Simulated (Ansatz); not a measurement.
# YAl2Ge2: one candidate structure

Where does YAl2Ge2 go from the start given, structure reported for this formula (P-3m1, No. 164)?

Program: Ansatz 0.2.0. Level of theory: DFT r2SCAN, scalar-relativistic, plane waves, PAW. These are calculated values, not measurements.

## 1. The starting structure

It takes space group P-3m1 (No. 164, trigonal). Conventional cell: a = 4.205 Å, b = 4.205 Å, c = 6.699 Å, α = 90.00°, β = 90.00°, γ = 120.00°. Y (site symmetry -3m) is surrounded by 6 Ge at 2.98 Å and 6 Al at 3.41 Å. Around Al (site symmetry 3m) lie 4 Ge at 2.52 to 2.58 Å. Ge (site symmetry 3m) is surrounded by 4 Al at 2.52 to 2.58 Å and 3 Y at 2.98 Å.

As a file:

```cif
data_structure
_symmetry_space_group_name_H-M 'P-3m1'
_symmetry_Int_Tables_number 164
_cell_length_a 4.2050
_cell_length_b 4.2050
_cell_length_c 6.6990
_cell_angle_alpha 90.000
_cell_angle_beta 90.000
_cell_angle_gamma 120.000
_cell_volume 102.58
loop_
_atom_site_label
_atom_site_type_symbol
_atom_site_symmetry_multiplicity
_atom_site_Wyckoff_symbol
_atom_site_fract_x
_atom_site_fract_y
_atom_site_fract_z
_atom_site_occupancy
Y1 Y 1 a 0.00000 0.00000 0.00000 1
Al1 Al 2 d 0.33333 0.66667 0.64200 1
Ge1 Ge 2 d 0.33333 0.66667 0.25730 1
```

(A quick probe on a coarse mesh, which set the mesh and smearing, is not shown.)

## 3. Relaxing cell and atoms

input.yaml

```yaml
crystal:
  lattice:
    - [4.2050013757, 0.0, 0.0]
    - [-2.1025006879, 3.6416380143, 0.0]
    - [0.0, 0.0, 6.699]
  atoms:
    - { symbol: "Y", position: [0.0, 0.0, 0.0] }
    - { symbol: Al, position: [0.3333333333, 0.6666666667, 0.642] }
    - { symbol: Al, position: [0.6666666667, 0.3333333333, 0.358] }
    - { symbol: Ge, position: [0.3333333333, 0.6666666667, 0.2573] }
    - { symbol: Ge, position: [0.6666666667, 0.3333333333, 0.7427] }
basis:
  ecutwfc: 500
kpoints:
  mp_grid: { grid: [12, 12, 6] }
hamiltonian:
  xc: r2scan
scf:
  occupations: { method: gaussian, width: 0.1 }
output:
  forces: true
  stress: true
  eigenvalues: true
relax:
  adjacent_minimum: "off"
  f_tol: 0.01
  max_steps: 80
  cell: { stress_tol: 0.05 }
```

Started as:

```console
$ ansatz run input.yaml --threads 1 --pin off --max-ram 2560MiB --backend cpu --events-out ev --progress --plain --runs-dir out
```

Before running it: what results should come out?

**Answer**, as computed:

| quantity | value |
| --- | --- |
| cell | a = 4.235 Å, b = 4.235 Å, c = 6.662 Å, α = 90.00°, β = 90.00°, γ = 120.00° |
| space group | P-3m1 (No. 164) |
| volume | 20.70 Å³/atom |
| gap on the mesh | none (metal) |

What this shows: The space group stayed P-3m1, and from the first guess the volume went from 20.52 to 20.70 Å³/atom.
